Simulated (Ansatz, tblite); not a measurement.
**In(H2S)H3 (InH5S): removing an electron**

What does removing an electron cost or gain for In(H2S)H3 (InH5S)? Each charged state is run at several levels.

Program: Ansatz 0.2.0, Gaussian basis. Level of theory: as each input shows. These are calculated values, not measurements.

Levels to be run: charge +1 doublet, at the geometry of the singlet (PBE0-D4/def2-TZVP, PBE-D4/def2-TZVP, r2SCAN-D4/def2-TZVP, CCSD(T)/def2-TZVPP); the starting singlet's energies come from earlier runs.

2 further runs of the same task are left out: 2 set aside as unsound or not needed. Runs told in other sessions of the task aren't counted.

### 1 The geometry

The singlet was relaxed beforehand with r2SCAN-D4/def2-TZVP.

7 atoms, charge 0, spin multiplicity 1.

Atoms are counted from 1 here; the program's logs count them from 0.

Bond lengths: In1–S2 2.848 Å, In1–H5 1.726 Å, In1–H6 1.730 Å, In1–H7 1.726 Å, S2–H3 1.344 Å, S2–H4 1.344 Å. Angles: S2–In1–H5 94.0°, S2–In1–H6 94.8°, S2–In1–H7 94.0°, H5–In1–H6 119.2°, H5–In1–H7 120.0°, H6–In1–H7 119.1°, In1–S2–H3 94.5°, In1–S2–H4 94.5°, H3–S2–H4 92.3°.

In takes a core potential in the def2 sets. No spin-orbit coupling is included.

### 2 Charge +1 doublet at the fixed geometry, PBE0-D4/def2-TZVP

in.yaml reads:

```yaml
crystal:
  periodic: [false, false, false]
  atoms:
    - {symbol: In, position_ang: [0.121722, -0.201920, -1.201930]}
    - {symbol: S, position_ang: [0.153761, -0.268328, 1.645341]}
    - {symbol: H, position_ang: [0.521202, 1.017816, 1.777408]}
    - {symbol: H, position_ang: [-1.149280, 0.035513, 1.772093]}
    - {symbol: H, position_ang: [1.842105, -0.185841, -1.341999]}
    - {symbol: H, position_ang: [-0.746290, 1.291430, -1.303323]}
    - {symbol: H, position_ang: [-0.743230, -1.688670, -1.347591]}
basis:
  gaussian: {orbitals: def2-TZVP}
total_charge: 1
magnetization: {spin_polarized: true, initial_magnetization: 1}
hamiltonian: {xc: pbe0, dispersion: d4}
output: {orbitals: {seedname: orbitals}}
```

On the command line:

```console
ansatz run in.yaml --threads 4 --pin off --events-out ev --progress --plain --max-ram 3916MiB
```

What it wrote:

```text
Functional definition: PBE0
  name "PBE0"
  cite "Adamo & Barone, J. Chem. Phys. 110, 6158 (1999) doi:10.1063/1.478522"
  cite "Perdew, Burke & Ernzerhof, Phys. Rev. Lett. 77, 3865 (1996) doi:10.1103/PhysRevLett.77.3865"
  parent pbe
  parameter a = 0.25
  parameter kappa = 0.804
  parameter beta = 0.06672455060314922
  exchange = (1 - a)*pbe_x(kappa = kappa, mu = beta*pi^2/3) + a*exact_x
  correlation = pbe_c(beta = beta)
972 factors; their error is unknown
mean field evaluation 1: about -16074.0646 eV, gradient 2.1e1 eV
mean field evaluation 2: about -16067.8727 eV, gradient 3.4e1 eV
mean field evaluation 4: about -16076.4316 eV, gradient 2.5e0 eV
mean field evaluation 8: about -16076.4873 eV, gradient 1.6e-1 eV
mean field evaluation 16: about -16076.5557 eV, gradient 1.7e-2 eV
mean field evaluation 32: about -16076.5558 eV, gradient 8.4e-5 eV
mean field evaluation 64: about -16076.5028 eV, gradient 4.7e-1 eV
mean field -16076.55579693 eV, -590.8025284561 hartree, gradient 9.3e-6 eV, S^2 0.761754; 6 other end points of the search recorded, 0 dependent functions left out
reference -16076.55583043 eV, -590.8025296874 hartree; 21, 20 occupied and 96, 97 virtual orbitals, 972 factors
Total energy: -16076.63393723 eV, -590.8054000593 hartree
```

Wall time 7 s (4 threads of Arm Neoverse V1, shared host).

HOMO -13.40 eV, LUMO -11.79 eV (over both spins); ⟨S²⟩ 0.762 (pure: 0.75).

### 3 Charge +1 doublet at the fixed geometry, PBE-D4/def2-TZVP

start.molden holds the orbitals of an earlier run on this state, given as this run's starting guess.

in.yaml, as its differences from that of step 2:

```diff
@@ -11,6 +11,7 @@
 basis:
-  gaussian: {orbitals: def2-TZVP}
+  gaussian: {orbitals: def2-TZVP, initial_orbitals: start.molden}
 total_charge: 1
 magnetization: {spin_polarized: true, initial_magnetization: 1}
-hamiltonian: {xc: pbe0, dispersion: d4}
+hamiltonian: {xc: pbe, dispersion: d4}
+scf: {omitted_lower_state_checks: [starts]}
 output: {orbitals: {seedname: orbitals}}
```

Launched as before.

What it wrote:

```text
Functional definition: PBE
  name "PBE"
  cite "Perdew, Burke & Ernzerhof, Phys. Rev. Lett. 77, 3865 (1996) doi:10.1103/PhysRevLett.77.3865"
  parent pbe
  parameter kappa = 0.804
  parameter beta = 0.06672455060314922
  exchange = pbe_x(kappa = kappa, mu = beta*pi^2/3)
  correlation = pbe_c(beta = beta)
these checks for a lower state are left out or cut short: starts
869 factors; their error is unknown
mean field evaluation 1: about -16075.6456 eV, gradient 6.1e0 eV
mean field evaluation 2: about -16075.7321 eV, gradient 1.4e-1 eV
mean field evaluation 4: about -16075.7233 eV, gradient 1.7e-1 eV
mean field evaluation 8: about -16075.7239 eV, gradient 7.9e-4 eV
mean field evaluation 16: about -16075.7239 eV, gradient 4.1e-5 eV
mean field -16075.72392521 eV, -590.7719577343 hartree, gradient 1.3e-6 eV, S^2 0.755621; 0 other end points of the search recorded, 0 dependent functions left out
reference -16075.72397229 eV, -590.7719594645 hartree; 21, 20 occupied and 96, 97 virtual orbitals, 869 factors
Total energy: -16075.81568885 eV, -590.7753299860 hartree
Checks for a lower state left out: starts
```

Run time: 1.9 s. Hardware: 4 threads of Arm Neoverse V1, shared host.

Report: HOMO -12.34 eV, LUMO -12.50 eV (over both spins; with the spin held, an empty level of the minority spin lies below the top filled one); ⟨S²⟩ 0.756 (pure: 0.75).

### 4 Charge +1 doublet at the fixed geometry, r2SCAN-D4/def2-TZVP

in.yaml, as its differences from that of step 3:

```diff
@@ -14,3 +14,3 @@
 magnetization: {spin_polarized: true, initial_magnetization: 1}
-hamiltonian: {xc: pbe, dispersion: d4}
+hamiltonian: {xc: r2scan, dispersion: d4}
 scf: {omitted_lower_state_checks: [starts]}
```

Same command.

What it wrote, cut to the lines that bear on the results:

```text
Functional definition: r2SCAN
  name "r2SCAN"
  cite "Furness, Kaplan, Ning, Perdew & Sun, J. Phys. Chem. Lett. 11, 8208 (2020) doi:10.1021/acs.jpclett.0c02405"
  cite "Furness, Kaplan, Ning, Perdew & Sun, J. Phys. Chem. Lett. 11, 9248 (2020) doi:10.1021/acs.jpclett.0c03077"
  parent r2scan
[...]
869 factors; their error is unknown
[...]
mean field -16081.71791965 eV, -590.9922329672 hartree, gradient 1.5e-6 eV, S^2 0.761550; 0 other end points of the search recorded, 0 dependent functions left out
reference -16081.71793467 eV, -590.9922335191 hartree; 21, 20 occupied and 96, 97 virtual orbitals, 869 factors
Total energy: -16081.73853172 eV, -590.9929904470 hartree
Checks for a lower state left out: starts
```

It took 6.5 s on 4 threads of Arm Neoverse V1, shared host.

Report: HOMO -12.60 eV, LUMO -12.39 eV (over both spins); ⟨S²⟩ 0.762 (pure: 0.75).

### 5 Charge +1 doublet at the fixed geometry, CCSD(T)/def2-TZVPP

in.yaml, as its differences from that of step 4:

```diff
@@ -11,7 +11,7 @@
 basis:
-  gaussian: {orbitals: def2-TZVP, initial_orbitals: start.molden}
+  gaussian: {orbitals: def2-TZVPP, initial_orbitals: start.molden}
 total_charge: 1
 magnetization: {spin_polarized: true, initial_magnetization: 1}
-hamiltonian: {xc: r2scan, dispersion: d4}
-scf: {omitted_lower_state_checks: [starts]}
+correlation: {method: ccsd_t}
+scf: {omitted_lower_state_checks: [starts, cluster_reference]}
 output: {orbitals: {seedname: orbitals}}
```

Same command.

What it wrote, cut to the lines that bear on the results:

```text
Functional definition: HF
  name "HF"
  cite "Fock, Z. Phys. 61, 126 (1930) doi:10.1007/BF01340294"
  parent pbe
[...]
1092 factors; integrals over basis functions are off by at most 1.2e-3 eV
[...]
mean field -16035.34170730 eV, -589.2879385982 hartree, gradient 1.3e-6 eV, S^2 0.773725; 0 other end points of the search recorded, 0 dependent functions left out
9 core orbitals not correlated: weight in the atoms' cores, before any rotation towards them, 1.000 or more for the frozen orbitals, at most 0.000 for the correlated occupied ones
reference -16035.34170730 eV, -589.2879385982 hartree; 12, 11 occupied and 141, 142 virtual orbitals, 1092 factors
second order -13.02937084 eV of doubles, -0.00000000 eV of singles
cycle   1  -13.41158304 eV  change   -3.8e-1 eV  update   1.0e-1
[...]
cycle  13  -13.96259401 eV  change   -2.5e-5 eV  update   2.7e-5
perturbative correction -0.47563663 eV, -0.0174793238 hartree
Total energy: -16049.77993794 eV, -589.8185337875 hartree
Checks for a lower state left out: starts, cluster_reference
```

It took 67 s on 4 threads of Arm Neoverse V1, shared host; peak memory 3.1 GiB.

From the report: Hartree-Fock HOMO -15.78 eV, LUMO -8.18 eV (over both spins); ⟨S²⟩ 0.774 (pure: 0.75); T1 0.026.

### 6 Vertical ionisation energy

Charged state less starting state, singlet to doublet; the starting state's energies are those of its earlier runs.

Differences are taken before rounding.

| method | vertical ionisation energy (eV) | from CCSD(T)/def2-TZVPP (eV) | time |
| --- | --- | --- | --- |
| HF/def2-TZVPP | 9.28 | -0.70 |  |
| PBE-D4/def2-TZVP | 9.57 | -0.41 | 2.8 s |
| r2SCAN-D4/def2-TZVP | 9.68 | -0.31 | 8.2 s |
| PBE0-D4/def2-TZVP | 9.79 | -0.19 | 8 s |
| MP2/def2-TZVPP | 9.99 | +0.01 |  |
| CCSD/def2-TZVPP | 10.01 | +0.02 |  |
| CCSD(T)/def2-TZVPP | 9.98 | 0 | 83 s |

Times add the two runs; a level without a time comes out of a correlated run.

Beside −ε(HOMO) of the starting state:

| level | −ε(HOMO) (eV) | by difference (eV) | mismatch (eV) |
| --- | --- | --- | --- |
| PBE-D4/def2-TZVP | 6.45 | 9.57 | -3.13 |
| r2SCAN-D4/def2-TZVP | 6.75 | 9.68 | -2.93 |
| PBE0-D4/def2-TZVP | 7.63 | 9.79 | -2.16 |

### 7 Outcome

| quantity | value |
| --- | --- |
| vertical ionisation energy, functionals in def2-TZVP | 9.57 (PBE-D4) to 9.79 eV (PBE0-D4) |
| vertical ionisation energy, CCSD(T)/def2-TZVPP | 9.98 eV |

**Reading.** The vertical ionisation energy spans 9.57 to 9.79 eV over the functionals, beside 9.98 eV from CCSD(T)/def2-TZVPP. −ε(HOMO) misses the level's own difference by -2.16 eV at best (PBE0-D4) and -3.13 eV at worst (PBE-D4). The reference is CCSD(T) in one finite basis, so it carries an error of its own, often a tenth of an eV or more, and near misses can't be ranked.
